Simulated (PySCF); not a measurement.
# WSF4: singlet, from a trigonal bipyramidal (ligand arrangement 1) start

The task is one start of a wider search on WSF4: the singlet, from a trigonal bipyramidal (ligand arrangement 1) start. It is relaxed, tested by its Hessian and followed downhill if it is a saddle.

Computed with PySCF 2.14.0. Level: PBE0, basis W def2-SVP with ECP60, S def2-SVP, F def2-SVP, scalar-relativistic core potentials, no spin–orbit coupling, density fitting.

## (1) The system as given

6 atoms, charge 0, spin multiplicity 1.

Bond lengths: W1–S2 2.140 Å, W1–F3 2.010 Å, W1–F4 2.010 Å, W1–F5 2.010 Å, W1–F6 2.010 Å. Angles: S2–W1–F3 90.0°, S2–W1–F4 90.0°, S2–W1–F5 120.0°, S2–W1–F6 120.0°, F3–W1–F4 180.0°, F3–W1–F5 90.0°, F3–W1–F6 90.0°, F4–W1–F5 90.0°, F4–W1–F6 90.0°, F5–W1–F6 120.0°.

```xyz
6
charge 0 multiplicity 1
W     0.0518    0.0897    0.0000
S    -1.0182   -1.7636    0.0000
F     0.0518    0.0897    2.0100
F     0.0518    0.0897   -2.0100
F     2.0618    0.0897    0.0000
F    -0.9532    1.8304    0.0000
```

## (2) Relaxing the singlet from the trigonal bipyramidal (ligand arrangement 1) start

One driver script runs all steps and calls PySCF; scf.py shows how it sets up the SCF of each step. The optimiser is the driver's own. Before each start the driver seeks the lowest SCF state from one or more starting densities and follows internal instabilities, so scf.py alone need not reach the same state.

The program finds C2v symmetry in the start, which this walk keeps.

The input, scf.py:

```python
from pyscf import gto, scf, dft
mol = gto.M(atom='''
W      0.051784     0.089695    -0.000000
S     -1.018204    -1.763612     0.000000
F      0.051784     0.089695     2.010000
F      0.051784     0.089695    -2.010000
F      2.061779     0.089707    -0.000000
F     -0.953229     1.830392    -0.000000''',
    basis={'W': 'def2-SVP', 'S': 'def2-SVP', 'F': 'def2-SVP'},
    ecp={'W': 'def2-SVP'},
    charge=0, spin=0)
mf = dft.RKS(mol, xc='PBE0')
mf.grids.atom_grid = (50, 194)
aux = {'W': 'def2-universal-JKFIT', 'S': 'def2-universal-JKFIT', 'F': 'def2-universal-JKFIT'}
mf = mf.density_fit(auxbasis=aux)
mf.kernel()
```

After this run come: Frequencies.

**Question.** What will these runs give? Wanted: minimum; geometry; wavenumbers; dipole moment; highest occupied, lowest empty level; polar-tensor charge of W1; zero-point energy; atomisation energy.

As calculated:

| quantity | value |
| --- | --- |
| minimum | singlet, C4v |
| geometry | W–F 1.854 Å (×4), W–S 2.095 Å; F–W–F 86.0° (×4), F–W–F 149.4° (×2), F–W–S 105.3° (×4) |
| wavenumbers (cm⁻¹) | 126 (b1), 190 (e), 215 (e), 244 (a1), 336 (b2), 601 (a1), 661 (b1), 715 (e), 735 (a1) |
| dipole moment | 0.71 D |
| highest occupied, lowest empty level | -9.56, -3.91 eV |
| polar-tensor charge of W1 | +2.85 e |
| zero-point energy | 29.6 kJ/mol |
| entropy at 298.15 K | 353.7 J/(mol K) |
| atomisation energy (no zero-point energy) | 2625 kJ/mol |

**Reading.** The trigonal bipyramidal (ligand arrangement 1) start (C2v) ends in a minimum of C4v symmetry. In the infrared the band at 715 cm⁻¹ (e, stretch) leads. Only this shape and spin were tried, so other structures or states may lie lower. With an element this heavy the missing spin–orbit coupling can shift these numbers.
